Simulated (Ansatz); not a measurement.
Debugging a rigid torsion scan of AlF2H2N, SMILES [NH2][Al]([F])[F] (Ansatz 0.2.0 through its Python package).

`torsion_alf2h2n.py`:
```python
"""Rigid torsion scan of AlF2H2N."""

import ansatz as az
from ase import Atoms


def main() -> None:
    atoms = Atoms(["N", "Al", "F", "F", "H", "H"], positions=[
        (-0.6694, 0.8768, -0.0189),
        (0.2072, -0.7432, 0.13),
        (1.6617, -0.8461, 1.1323),
        (-0.3206, -2.1871, -0.7399),
        (-0.1661, 1.6219, 0.4885),
        (-0.6708, 1.2136, -1.0382),
    ])

    # relax first, so that the scan starts from a minimum
    first = (
        az.Crystal.molecule_from_ase(atoms).calculation()
        .functional("pbe0")
        .relax(force_tolerance=0.02, max_steps=30)
    )
    atoms.positions = first.run(threads=1, backend="cpu").report["positions_ang"]

    start = atoms.get_dihedral(2, 1, 0, 4)
    energies = {}
    for turn in range(0, 360, 40):
        turned = atoms.copy()
        turned.set_dihedral(2, 1, 0, 4, start + turn, indices=[0, 4, 5])
        calculation = az.Crystal.molecule_from_ase(turned).calculation().correlation("MP2")
        energies[round((start + turn) % 360)] = calculation.run(threads=1, backend="cpu").report["free_energy_ev"]
    floor = min(energies.values())
    print("dihedral F2-Al1-N0-H4 (deg)   E - E(min) (kcal/mol)")
    for angle, e in sorted(energies.items()):
        print(f"{angle:8d} {23.060548 * (e - floor):14.3f}  " + "#" * int(30 * (e - floor) / max(max(energies.values()) - floor, 1e-9)))


if __name__ == "__main__":
    main()
```

Output of `python torsion_alf2h2n.py`:
```text
Traceback (most recent call last):
  File "torsion_alf2h2n.py", line 39, in <module>
    main()
    ~~~~^^
  File "torsion_alf2h2n.py", line 23, in main
    atoms.positions = first.run(threads=1, backend="cpu").report["positions_ang"]
                      ~~~~~~~~~^^^^^^^^^^^^^^^^^^^^^^^^^^
  ...
ansatz.RefusalError: crystal.periodic: [false, false, false] — plane waves serve no molecule in free space; run it in a periodic box (the manual's SCF settings, § Molecules in a box). Leave crystal.periodic out and type crystal.lattice, kpoints, scf.occupations.method, an open shell's moments and, for an ion, output.charged_corrections. Or set basis.gaussian
```
(Library frames cut from the traceback.)

Why does it end like this?

The fault: no basis is stated. The correction:

```diff
--- before
+++ after
@@ -19,4 +19,5 @@
         az.Crystal.molecule_from_ase(atoms).calculation()
+        .basis(gaussian="cc-pVDZ")
         .functional("pbe0")
-        .relax(force_tolerance=0.02, max_steps=30)
+        .relax(force_tolerance=0.02, max_steps=80)
     )
@@ -29,3 +30,3 @@
         turned.set_dihedral(2, 1, 0, 4, start + turn, indices=[0, 4, 5])
-        calculation = az.Crystal.molecule_from_ase(turned).calculation().correlation("MP2")
+        calculation = az.Crystal.molecule_from_ase(turned).calculation().basis(gaussian="cc-pVDZ").correlation("MP2")
         energies[round((start + turn) % 360)] = calculation.run(threads=1, backend="cpu").report["free_energy_ev"]
```

The mended script runs so:

```console
$ python torsion_alf2h2n.py
dihedral F2-Al1-N0-H4 (deg)   E - E(min) (kcal/mol)
      39          3.601  ###########
      79          9.014  #############################
     119          7.018  #######################
     159          1.115  ###
     199          0.959  ###
     239          6.790  ######################
     279          9.107  ##############################
     319          3.849  ############
     359          0.000
```

What to keep in mind:
- The scan is rigid and the energies are electronic, in a modest basis. With rigid groups the curve can differ much from the relaxed path, the start wasn't checked as a minimum of this torsion, and equivalent turns needn't return to the same energy.
- The start is relaxed with a density functional and scanned with the wavefunction method, so it isn't exactly that method's minimum.
- Timing: 16 s on 1 thread of Intel(R) Xeon(R) Platinum 8488C (Sapphire Rapids), on a shared host, peak memory 0.22 GiB.
